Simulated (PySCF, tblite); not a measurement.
# C₅H₇F₂NOSi: infrared bands, NMR shifts and electronic excitations in gas and solvents, part 2 of 2

tblite 0.8.0 and PySCF 2.14.0. Atoms count from 0. The steps go on from the part before.

**7. Shielding tensors: KT2/pcSseg-1**

The job: settings as JSON, then the geometry in Å.

```
{"job": {"kind": "nmr", "xc": "KT2", "basis": "pcSseg-1", "pop": false}, "charge": 0, "multiplicity": 1}
N     -1.087493     0.484794    -2.682526
C     -0.860132     0.234643    -1.574204
C     -0.537782    -0.076756    -0.192865
C     -1.761346    -0.640750     0.515922
F     -1.434074    -0.977035     1.781196
F     -2.718491     0.310175     0.574058
C      0.709532    -0.986812    -0.102208
C      1.944042    -0.102106    -0.262081
O      1.762215     1.067748     0.509291
Si     0.161373     1.531689     0.653177
H     -2.186752    -1.529772     0.018421
H      0.715872    -1.443898     0.898964
H      0.685736    -1.793888    -0.850929
H      2.849256    -0.622056     0.087353
H      2.097495     0.162008    -1.324927
H     -0.167050     2.747266    -0.134317
H     -0.237377     1.675998     2.075771
```

Level: GIAO KT2/pcSseg-1 NMR shielding, non-relativistic, gas phase.

The program printed:

```text
coarse grid: 15720 points
cycle   1  E = -823.9886874255  dE =  1.397e+00  |g| = 1.182e+00  |ddm| = 3.859e+00
cycle   2  E = -822.7217559115  dE =  1.267e+00  |g| = 2.764e+00  |ddm| = 4.571e+00
cycle   3  E = -824.1819458578  dE = -1.460e+00  |g| = 4.799e-01  |ddm| = 4.006e+00
cycle   4  E = -824.2206230386  dE = -3.868e-02  |g| = 2.518e-01  |ddm| = 5.505e-01
cycle   5  E = -824.2310414227  dE = -1.042e-02  |g| = 1.330e-01  |ddm| = 2.983e-01
cycle   6  E = -824.2347487981  dE = -3.707e-03  |g| = 2.096e-02  |ddm| = 1.259e-01
cycle   7  E = -824.2348217318  dE = -7.293e-05  |g| = 7.808e-03  |ddm| = 2.300e-02
cycle   8  E = -824.2348342292  dE = -1.250e-05  |g| = 1.936e-03  |ddm| = 8.969e-03
cycle   9  E = -824.2348350378  dE = -8.085e-07  |g| = 5.934e-04  |ddm| = 2.353e-03
final grid: 150984 points
cycle  10  E = -824.3766607220  dE = -2.870e-04  |g| = 3.992e-02  |ddm| = 7.658e-02
cycle  11  E = -824.3760817523  dE =  5.790e-04  |g| = 7.077e-02  |ddm| = 8.604e-02
cycle  12  E = -824.3769092012  dE = -8.274e-04  |g| = 4.581e-03  |ddm| = 5.976e-02
cycle  13  E = -824.3769114740  dE = -2.273e-06  |g| = 2.808e-03  |ddm| = 6.388e-03
cycle  14  E = -824.3769129912  dE = -1.517e-06  |g| = 9.826e-04  |ddm| = 2.638e-03
cycle  15  E = -824.3769131994  dE = -2.082e-07  |g| = 2.582e-04  |ddm| = 8.938e-04
cycle  16  E = -824.3769132111  dE = -1.171e-08  |g| = 7.846e-05  |ddm| = 2.955e-04
cycle  17  E = -824.3769132123  dE = -1.231e-09  |g| = 1.929e-05  |ddm| = 9.952e-05
cycle  18  E = -824.3769132124  dE = -9.140e-11  |g| = 4.221e-06  |ddm| = 2.709e-05
converged SCF energy = -824.3769132124

GIAO shielding tensors (ppm)
atom      isotropic    diamagn.    paramagn.     s11        s22        s33       span
  0 N      -27.827     341.594    -369.421   -205.078   -157.233    278.830    483.907
  1 C       70.697     259.766    -189.069    -45.007    -31.331    288.429    333.436
  2 C      144.951     259.034    -114.083    127.105    144.360    163.387     36.282
  3 C       64.143     238.463    -174.321     45.589     70.117     76.722     31.132
  4 F      290.013     474.791    -184.778    207.370    312.953    349.717    142.347
  5 F      272.173     473.025    -200.852    191.279    298.460    326.779    135.500
  6 C      144.307     250.158    -105.851    124.350    151.938    156.633     32.283
  7 C      112.105     245.877    -133.773     70.606    102.807    162.902     92.296
  8 O      278.688     396.210    -117.522    218.817    263.210    354.036    135.219
  9 Si     352.292     882.570    -530.278    306.320    325.163    425.391    119.071
 10 H       24.948      27.827      -2.879     23.186     23.405     28.253      5.067
 11 H       29.123      31.632      -2.509     24.059     28.863     34.447     10.388
 12 H       29.140      30.810      -1.671     25.307     27.234     34.878      9.571
 13 H       26.740      27.682      -0.941     21.951     25.602     32.669     10.719
 14 H       26.948      29.739      -2.791     22.721     25.596     32.526      9.804
 15 H       25.935      28.778      -2.843     22.846     24.116     30.842      7.996
 16 H       25.767      28.742      -2.975     22.326     24.257     30.720      8.394
```

Run time: 61 s. Hardware: 1 thread of Arm Neoverse V1, shared host; peak memory 0.8 GiB.

Key values: δ C3 119.1, C1 112.5, C7 71.1, C6 38.9, H10 6.23, H16 5.41 ppm.

**8. Nuclear shieldings: PBE0/pcSseg-1 in acetonitrile**

Same as in step 7 but for these lines:

```diff
@@ -1,2 +1,2 @@
-{"job": {"kind": "nmr", "xc": "KT2", "basis": "pcSseg-1", "pop": false}, "charge": 0, "multiplicity": 1}
+{"job": {"kind": "nmr", "xc": "PBE0", "basis": "pcSseg-1", "solvent": "acetonitrile", "pop": true}, "charge": 0, "multiplicity": 1}
 N     -1.087493     0.484794    -2.682526
```

Level: GIAO PBE0/pcSseg-1 NMR shielding, non-relativistic, IEF-PCM acetonitrile.

The program printed:

```text
coarse grid: 15720 points
cycle   1  E = -812.9323529667  dE =  1.478e+00  |g| = 9.642e-01  |ddm| = 3.843e+00
cycle   2  E = -812.6034856319  dE =  3.289e-01  |g| = 1.645e+00  |ddm| = 2.049e+00
cycle   3  E = -813.0889843848  dE = -4.855e-01  |g| = 2.225e-01  |ddm| = 1.469e+00
cycle   4  E = -813.0977682937  dE = -8.784e-03  |g| = 9.716e-02  |ddm| = 2.033e-01
cycle   5  E = -813.0995546218  dE = -1.786e-03  |g| = 2.632e-02  |ddm| = 8.052e-02
cycle   6  E = -813.0996866928  dE = -1.321e-04  |g| = 5.915e-03  |ddm| = 2.415e-02
cycle   7  E = -813.0996922975  dE = -5.605e-06  |g| = 1.552e-03  |ddm| = 4.660e-03
final grid: 150984 points
cycle   8  E = -813.1820539391  dE = -3.913e-05  |g| = 1.121e-02  |ddm| = 3.296e-02
cycle   9  E = -813.1820265321  dE =  2.741e-05  |g| = 1.688e-02  |ddm| = 1.970e-02
cycle  10  E = -813.1820768279  dE = -5.030e-05  |g| = 1.265e-03  |ddm| = 1.231e-02
cycle  11  E = -813.1820771262  dE = -2.983e-07  |g| = 4.045e-04  |ddm| = 1.268e-03
cycle  12  E = -813.1820771475  dE = -2.131e-08  |g| = 2.472e-04  |ddm| = 4.016e-04
cycle  13  E = -813.1820771603  dE = -1.274e-08  |g| = 4.931e-05  |ddm| = 1.992e-04
cycle  14  E = -813.1820771607  dE = -4.543e-10  |g| = 1.190e-05  |ddm| = 4.558e-05
converged SCF energy = -813.1820771607

GIAO shielding tensors (ppm)
atom      isotropic    diamagn.    paramagn.     s11        s22        s33       span
  0 N      -27.283     342.471    -369.755   -207.686   -160.350    286.186    493.872
  1 C       54.816     259.704    -204.889    -69.219    -57.889    291.554    360.773
  2 C      149.287     258.554    -109.266    131.261    149.746    166.855     35.593
  3 C       65.866     236.345    -170.478     49.279     69.182     79.137     29.858
  4 F      313.287     473.791    -160.504    226.279    333.654    379.930    153.651
  5 F      299.654     472.239    -172.585    216.322    329.486    353.154    136.832
  6 C      147.473     247.854    -100.382    126.502    156.322    159.594     33.092
  7 C      115.150     244.488    -129.338     74.064    105.879    165.506     91.443
  8 O      296.723     397.274    -100.550    247.138    279.068    363.964    116.826
  9 Si     341.136     879.438    -538.303    299.511    315.238    408.658    109.147
 10 H       24.844      26.906      -2.061     22.908     23.138     28.487      5.579
 11 H       28.935      30.927      -1.992     23.577     28.660     34.567     10.990
 12 H       28.886      30.029      -1.142     24.584     26.809     35.267     10.683
 13 H       26.755      27.469      -0.714     21.801     25.413     33.052     11.251
 14 H       27.111      29.426      -2.315     22.784     25.696     32.852     10.068
 15 H       26.152      28.711      -2.558     22.980     24.324     31.153      8.173
 16 H       26.000      28.600      -2.600     22.412     24.531     31.056      8.643
```

Run time: 44 s. Hardware: 1 thread of Arm Neoverse V1, shared host; peak memory 1 GiB.

This run: δ C1 130.7, C3 119.6, C7 70.3, C6 38.0, H10 6.40, H16 5.24 ppm.

**9. NMR shieldings: PBE0/pcSseg-1 in dichloromethane**

Same as in step 8 but for these lines:

```diff
@@ -1,2 +1,2 @@
-{"job": {"kind": "nmr", "xc": "PBE0", "basis": "pcSseg-1", "solvent": "acetonitrile", "pop": true}, "charge": 0, "multiplicity": 1}
+{"job": {"kind": "nmr", "xc": "PBE0", "basis": "pcSseg-1", "solvent": "dichloromethane", "pop": false}, "charge": 0, "multiplicity": 1}
 N     -1.087493     0.484794    -2.682526
```

Level: GIAO PBE0/pcSseg-1 NMR shielding, non-relativistic, IEF-PCM dichloromethane.

The program printed:

```text
coarse grid: 15720 points
cycle   1  E = -812.9291351534  dE =  1.481e+00  |g| = 9.672e-01  |ddm| = 3.843e+00
cycle   2  E = -812.5884639522  dE =  3.407e-01  |g| = 1.664e+00  |ddm| = 2.083e+00
cycle   3  E = -813.0866514543  dE = -4.982e-01  |g| = 2.286e-01  |ddm| = 1.502e+00
cycle   4  E = -813.0959398134  dE = -9.288e-03  |g| = 9.920e-02  |ddm| = 2.085e-01
cycle   5  E = -813.0977989729  dE = -1.859e-03  |g| = 2.716e-02  |ddm| = 8.312e-02
cycle   6  E = -813.0979400745  dE = -1.411e-04  |g| = 6.021e-03  |ddm| = 2.497e-02
cycle   7  E = -813.0979458499  dE = -5.775e-06  |g| = 1.590e-03  |ddm| = 4.756e-03
final grid: 150984 points
cycle   8  E = -813.1803116131  dE = -3.908e-05  |g| = 1.123e-02  |ddm| = 3.301e-02
cycle   9  E = -813.1802837186  dE =  2.789e-05  |g| = 1.696e-02  |ddm| = 1.982e-02
cycle  10  E = -813.1803345528  dE = -5.083e-05  |g| = 1.296e-03  |ddm| = 1.245e-02
cycle  11  E = -813.1803348632  dE = -3.104e-07  |g| = 4.330e-04  |ddm| = 1.303e-03
cycle  12  E = -813.1803348888  dE = -2.559e-08  |g| = 2.543e-04  |ddm| = 4.253e-04
cycle  13  E = -813.1803349024  dE = -1.356e-08  |g| = 4.905e-05  |ddm| = 2.062e-04
cycle  14  E = -813.1803349028  dE = -4.452e-10  |g| = 1.205e-05  |ddm| = 4.605e-05
converged SCF energy = -813.1803349028

GIAO shielding tensors (ppm)
atom      isotropic    diamagn.    paramagn.     s11        s22        s33       span
  0 N      -29.960     342.185    -372.145   -211.539   -164.062    285.721    497.260
  1 C       55.462     259.734    -204.272    -68.368    -56.963    291.716    360.085
  2 C      149.350     258.495    -109.145    131.323    149.717    167.010     35.687
  3 C       65.908     236.371    -170.463     49.170     69.465     79.089     29.918
  4 F      312.870     473.747    -160.877    226.215    333.487    378.907    152.692
  5 F      298.968     472.151    -173.183    215.620    328.813    352.471    136.852
  6 C      147.488     247.982    -100.494    126.629    156.231    159.604     32.975
  7 C      115.263     244.372    -129.109     74.291    106.011    165.487     91.196
  8 O      296.208     397.096    -100.888    246.216    278.607    363.801    117.586
  9 Si     341.259     879.420    -538.161    299.783    315.307    408.687    108.903
 10 H       24.900      26.989      -2.089     22.987     23.190     28.524      5.537
 11 H       28.972      30.987      -2.015     23.634     28.696     34.588     10.954
 12 H       28.955      30.112      -1.157     24.679     26.884     35.302     10.623
 13 H       26.780      27.482      -0.702     21.829     25.442     33.070     11.241
 14 H       27.118      29.412      -2.294     22.800     25.698     32.857     10.058
 15 H       26.147      28.693      -2.546     22.977     24.312     31.151      8.174
 16 H       26.005      28.601      -2.596     22.423     24.533     31.058      8.635
```

Wall time 41 s (1 thread of Arm Neoverse V1, shared host); peak memory 1 GiB.

Key values: δ C1 129.9, C3 119.4, C7 70.1, C6 37.8, H10 6.34, H16 5.24 ppm.

**10. TDDFT and polarisability: B3LYP/def2-SVPD in acetonitrile**

Same as in step 9 but for these lines:

```diff
@@ -1,2 +1,2 @@
-{"job": {"kind": "nmr", "xc": "PBE0", "basis": "pcSseg-1", "solvent": "dichloromethane", "pop": false}, "charge": 0, "multiplicity": 1}
+{"job": {"kind": "uv", "xc": "B3LYP", "basis": "def2-SVPD", "solvent": "acetonitrile", "nstates": 6, "ntriplets": 0}, "charge": 0, "multiplicity": 1}
 N     -1.087493     0.484794    -2.682526
```

Level: TDDFT B3LYP/def2-SVPD, vertical, IEF-PCM acetonitrile (non-equilibrium linear response), core orbitals frozen in the response.

The program printed:

```text
coarse grid: 15720 points
cycle   1  E = -813.1853547597  dE =  1.369e+00  |g| = 9.766e-01  |ddm| = 1.062e+01
cycle   2  E = -812.7248590637  dE =  4.605e-01  |g| = 1.821e+00  |ddm| = 3.897e+00
cycle   3  E = -813.3523384974  dE = -6.275e-01  |g| = 2.435e-01  |ddm| = 2.771e+00
cycle   4  E = -813.3628520780  dE = -1.051e-02  |g| = 1.126e-01  |ddm| = 4.579e-01
cycle   5  E = -813.3652428214  dE = -2.391e-03  |g| = 3.723e-02  |ddm| = 2.550e-01
cycle   6  E = -813.3655236096  dE = -2.808e-04  |g| = 7.563e-03  |ddm| = 8.238e-02
cycle   7  E = -813.3655330514  dE = -9.442e-06  |g| = 2.105e-03  |ddm| = 1.981e-02
final grid: 150984 points
cycle   8  E = -813.4901287541  dE = -5.102e-05  |g| = 6.304e-03  |ddm| = 2.396e-01
cycle   9  E = -813.4901183017  dE =  1.045e-05  |g| = 9.902e-03  |ddm| = 2.721e-02
cycle  10  E = -813.4901363979  dE = -1.810e-05  |g| = 1.012e-03  |ddm| = 1.506e-02
cycle  11  E = -813.4901365950  dE = -1.971e-07  |g| = 3.878e-04  |ddm| = 2.921e-03
cycle  12  E = -813.4901366167  dE = -2.170e-08  |g| = 2.179e-04  |ddm| = 8.689e-04
cycle  13  E = -813.4901366270  dE = -1.032e-08  |g| = 4.090e-05  |ddm| = 4.850e-04
cycle  14  E = -813.4901366273  dE = -3.067e-10  |g| = 1.240e-05  |ddm| = 8.737e-05
converged SCF energy = -813.4901366273

Static polarisability (au): isotropic 118.831, principal 108.974 115.889 131.629

Singlet excitations
state   eV       nm        f      main configurations
  1   6.5903    188.1   0.00993   H->L 0.92
  2   6.8858    180.1   0.00979   H-1->L 0.62, H-1->L+1 0.14, H->L+1 0.10
  3   7.1352    173.8   0.01085   H->L+1 0.84, H-1->L 0.10
  4   7.2153    171.8   0.00319   H->L+2 0.89
  5   7.4458    166.5   0.03667   H-1->L+1 0.60, H-2->L 0.11
  6   7.6186    162.7   0.01182   H-1->L+2 0.26, H->L+3 0.24, H-3->L 0.12
```

Wall time 77 s (1 thread of Arm Neoverse V1, shared host); peak memory 1.2 GiB.

Key values: HOMO -8.08 eV, LUMO -0.48 eV; lowest singlet 6.59 eV.

**11. Side by side: NMR shifts**

Shifts (ppm) of some atoms, chosen among heavy atoms and hydrogens apart, with basis size and wall time:

| run | C1 | H10 | H12 | N0 | F5 | F4 | O8 | functions | time |
| --- | --- | --- | --- | --- | --- | --- | --- | --- | --- |
| PBE0/pcSseg-1 | 124.6 | 6.03 | 1.93 | 314.0 | -117.5 | -132.7 | 41.4 | 212 | 43 s |
| KT2/pcSseg-1 | 112.5 | 6.23 | 2.04 | 292.1 | -133.6 | -151.4 | 52.0 | 212 | 61 s |
| PBE0/pcSseg-1 in acetonitrile | 130.7 | 6.40 | 2.35 | 295.8 | -119.1 | -132.8 | 46.3 | 212 | 44 s |
| PBE0/pcSseg-1 in dichloromethane | 129.9 | 6.34 | 2.29 | 298.1 | -118.9 | -132.8 | 45.8 | 212 | 41 s |

The continuum's effect on the ground state:

| solvent | ε | polarisation energy (Eh) | μ (D) |
| --- | --- | --- | --- |
| dichloromethane | 8.93 | -0.0130 | 3.87 |
| acetonitrile | 35.69 | -0.0153 | 4.01 |

**12. Comparing the runs: electronic excitations**

Excitations and ground-state properties, with basis size and wall time:

| run | lowest singlet (eV) | brightest (eV) | f | gap (eV) | α (Å³) | μ (D) | functions | time |
| --- | --- | --- | --- | --- | --- | --- | --- | --- |
| B3LYP/def2-SVPD | 6.69 | 7.97 | 0.034 | 7.74 | 13.17 | 3.05 | 269 | 7.8 min |
| B3LYP/def2-SVPD in acetonitrile | 6.59 | 7.45 | 0.037 | 7.60 | 17.61 | 4.10 | 269 | 77 s |

**13. Outcome**

The summary covers parts 1 to 2.

| quantity | value |
| --- | --- |
| strongest single infrared mode (GFN2-xTB) | 2362 cm⁻¹, 296 km/mol |
| zero-point energy (GFN2-xTB) | 71.6 kcal/mol |
| point group | C1 |
| rotational constants (main isotopes) | 1.47, 1.06, 0.87 GHz |
| 13C shifts against TMS (PBE0/pcSseg-1) | 124.6, 118.4, 68.6, 37.0, 34.9 ppm |
| 1H shifts against TMS (PBE0/pcSseg-1) | 6.03, 5.21, 5.11, 4.30, 4.08, 2.08, 1.93 ppm |
| 15N shifts against NH3 (PBE0/pcSseg-1) | 314.0 ppm |
| 19F shifts against CFCl3 (PBE0/pcSseg-1) | -117.5, -132.7 ppm |
| 17O shifts against H2O (PBE0/pcSseg-1) | 41.4 ppm |
| 29Si shifts against TMS (PBE0/pcSseg-1) | 9.8 ppm |
| lowest singlet (B3LYP/def2-SVPD) | 6.69 eV (185 nm), f = 0.008 |
| brightest single state of those computed | state 9, 7.97 eV, f = 0.034 |
| lowest triplet | 6.06 eV |
| vertical ionisation energy (ΔSCF) | 10.41 eV |
| range of the shift of N0 (PBE0/pcSseg-1 runs) | 295.8 to 314.0 ppm |
| range of the lowest singlet | 6.59 to 6.69 eV |

In words: Over 66 steps the energy fell by 0.717 eV; of the close pairs, O8–Si9 changed most, 1.749 to 1.629 Å (GFN2-xTB). No mode is imaginary among the 45: a minimum at this level. The strongest single mode, at 2362 cm⁻¹, moves mainly H15. GFN2-xTB is a fitted tight-binding method: band positions and strengths are rough. Its intensities can rank the bands wrongly. The optimisation took 14 steps and gained 0.280 eV; among the close pairs (by a distance rule), C2–C3 changed most, from 1.474 to 1.522 Å (PBE0/def2-SVP). No frequency check was run at this level, so the end point may be a saddle. C1 (nitrile carbon) lies farthest downfield among carbon, at 124.6 ppm; C≡N carbons fall here, among the sp2 signals but without a proton. H10 (hydrogen on an sp3 CH bonded to 2 F) lies farthest downfield among hydrogen, at 6.03 ppm; its carbon carries F, an electronegative neighbour. At PBE0/pcSseg-1: The widest tensor belongs to N0: span 521 ppm, with a paramagnetic part of -389 ppm. ΔSCF puts the ionisation energy at 10.41 eV, 2.07 eV above −ε(HOMO). At one level, PBE0/pcSseg-1: In ppm, N0 moves most: its shift spreads over 18.2 ppm, from 295.8 (PBE0/pcSseg-1 in acetonitrile) to 314.0 (PBE0/pcSseg-1). The continuum holds electrostatics alone: no hydrogen bonds to the solvent, and the gas-phase geometry is kept. The lowest singlet runs from 6.59 eV (B3LYP/def2-SVPD in acetonitrile) to 6.69 eV (B3LYP/def2-SVPD), while the orbital gap spans 7.60 to 7.74 eV. The lowest state need not be the same one in every run. The runs solved for a few states only, so the brightest column depends on that window.
